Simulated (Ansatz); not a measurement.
# YbMn2Sb2: the cost of one run

Computed with Ansatz 0.2.0 (DFT PBE+U (U_eff = 6 eV on Yb 4f), scalar-relativistic, plane waves, PAW, unless a step's input says otherwise).

## (1) The starting structure

It takes space group P-3m1 (No. 164, trigonal). Conventional cell: a = 4.522 Å, b = 4.522 Å, c = 7.439 Å, α = 90.00°, β = 90.00°, γ = 120.00°. Yb (site symmetry -3m) is surrounded by 6 Sb at 3.25 Å. Mn (site symmetry 3m) has 4 Sb at 2.68 to 2.76 Å as nearest neighbours. Sb (site symmetry 3m) is surrounded by 4 Mn at 2.68 to 2.76 Å.

Structure file:

```
Yb Mn Sb
1.0
     4.52200    0.00000    0.00000
    -2.26100    3.91617    0.00000
     0.00000    0.00000    7.43900
Yb Mn Sb
1 2 2
Direct
  0.00000 0.00000 0.00000
  0.33333 0.66667 0.62000
  0.66667 0.33333 0.38000
  0.33333 0.66667 0.26000
  0.66667 0.33333 0.74000
```

Starting moments: Mn 3.50 μB.

## (2) First run, at the start cell

Contents of input.yaml:

```yaml
crystal:
  lattice:
    - [4.522, 0.0, 0.0]
    - [-2.261, 3.9161668759, 0.0]
    - [0.0, 0.0, 7.439]
  atoms:
    - { symbol: Yb, position: [0.0, 0.0, 0.0] }
    - { symbol: Mn, position: [0.3333333333, 0.6666666667, 0.62], spin: 3.5 }
    - { symbol: Mn, position: [0.6666666667, 0.3333333333, 0.38], spin: 3.5 }
    - { symbol: Sb, position: [0.3333333333, 0.6666666667, 0.26] }
    - { symbol: Sb, position: [0.6666666667, 0.3333333333, 0.74] }
basis:
  ecutwfc: 420
  ecutrho_ratio: 4
kpoints:
  mp_grid: { grid: [4, 4, 2] }
hamiltonian:
  xc: pbe
  hubbard: { sites: [{ species: Yb, l: f, u_eff: 6.0 }] }
scf:
  occupations: { method: gaussian, width: 0.05 }
output:
  forces: true
  stress: true
  eigenvalues: true
  populations: true
  hubbard: { sites: [{ species: Yb, l: f }] }
magnetization:
  spin_polarized: true
```

Run with:

```sh
> ansatz run input.yaml --threads 8 --pin off --max-ram 22528MiB --backend cpu --events-out ev --progress --plain --runs-dir out
```

Q: Estimate wall time and peak memory on 8 threads of INTEL XEON PLATINUM 8581C at 2.30GHz (Emerald Rapids), shared host.

About 3.7 s, with a peak of 0.8 GiB.
